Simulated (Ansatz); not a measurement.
# I (bcc type): how the settings move a single-point run

How sensitive is a single-point run of I (bcc type) to its settings? A reference run comes first, then one run with altered input.

Program: Ansatz 0.2.0. Level of theory: reference: DFT, LDA, all-electron LAPW, scalar-relativistic. These are calculated values, not measurements.

1 further run of the same task is left out (for a known fault of the program). Runs told in other sessions of the task aren't counted.

## Step 1: The system as given

The structure is cubic, space group Im-3m (No. 229). The conventional cell has a = 3.705 Å, b = 3.705 Å, c = 3.705 Å, α = 90.00°, β = 90.00°, γ = 90.00°. I (site symmetry m-3m) has 8 I at 3.21 Å in its first shell of neighbours.

Coordinates:

```cif
data_structure
_symmetry_space_group_name_H-M 'P 1'
_symmetry_Int_Tables_number 1
_cell_length_a 3.2087
_cell_length_b 3.2087
_cell_length_c 3.2087
_cell_angle_alpha 109.471
_cell_angle_beta 109.471
_cell_angle_gamma 109.471
_cell_volume 25.43
loop_
_atom_site_label
_atom_site_type_symbol
_atom_site_fract_x
_atom_site_fract_y
_atom_site_fract_z
_atom_site_occupancy
I1 I 0.00000 0.00000 0.00000 1
```

## Step 2: Baseline

input.yaml reads:

```yaml
crystal:
  lattice:
    - [-1.852529112, 1.852529112, 1.852529112]
    - [1.852529112, -1.852529112, 1.852529112]
    - [1.852529112, 1.852529112, -1.852529112]
  atoms:
    - { symbol: I, position: [0.0, 0.0, 0.0] }
kpoints:
  mp_grid: { grid: [13, 13, 13] }
scf:
  occupations: { method: fermi_dirac, width: 0.08 }
hamiltonian:
  xc: lda
  pseudopotentials: { kind: all_electron, lapw: { basis_error: 0.001 } }
output:
  forces: true
  stress: true
  eigenvalues: true
  populations: true
```

Started as:

```console
$ ansatz run input.yaml --threads 1 --pin off --max-ram 2048MiB --backend cpu --events-out ev --progress --plain --runs-dir out
```

## Step 3: Changing settings: mixing.algorithm anderson, mixing.beta 0.05, mixing.ndim 8

input.yaml, as its differences from that of step 2:

```diff
@@ -11,2 +11,3 @@
   occupations: { method: fermi_dirac, width: 0.08 }
+  mixing: { algorithm: anderson, beta: 0.05, ndim: 8 }
 hamiltonian:
```

Before running it: what results should come out? Wanted: for each run, ending; energy change; pressure; gap; force.

As calculated:

```tsv
run	ending	energy change	pressure (GPa)	gap (eV)	force (eV/Å)	cycles	time
reference	converged	0	14.5	0.00	0.00	7	5.9 s
1: mixing.algorithm anderson, mixing.beta 0.05, mixing.ndim 8	converged	0.0 meV/atom	14.5	0.00	0.00	11	7.7 s
```

Residual by cycle in the longest SCF loop of each run; runs are numbered as in the table. The quantity is the density residual dr2, in eV.

```tsv
cycle	reference	run 1
1	0.00404	0.00404
2	0.00201	0.0038
3	1.7e-4	6.4e-4
4	2.3e-5	9.6e-5
5	2.8e-6	4.8e-5
6	5.2e-7	6.3e-6
7	7.6e-9	2.1e-5
8	-	1.2e-6
9	-	2.8e-7
10	-	3.1e-7
11	-	1.4e-8
```

**Reading.** The changed mixing doesn't alter the result here (within 0.5 meV/atom). Cost: 11 SCF cycles against 7. The structure is not at rest: the sound run finds 15 GPa, so these are no properties of the relaxed crystal. 
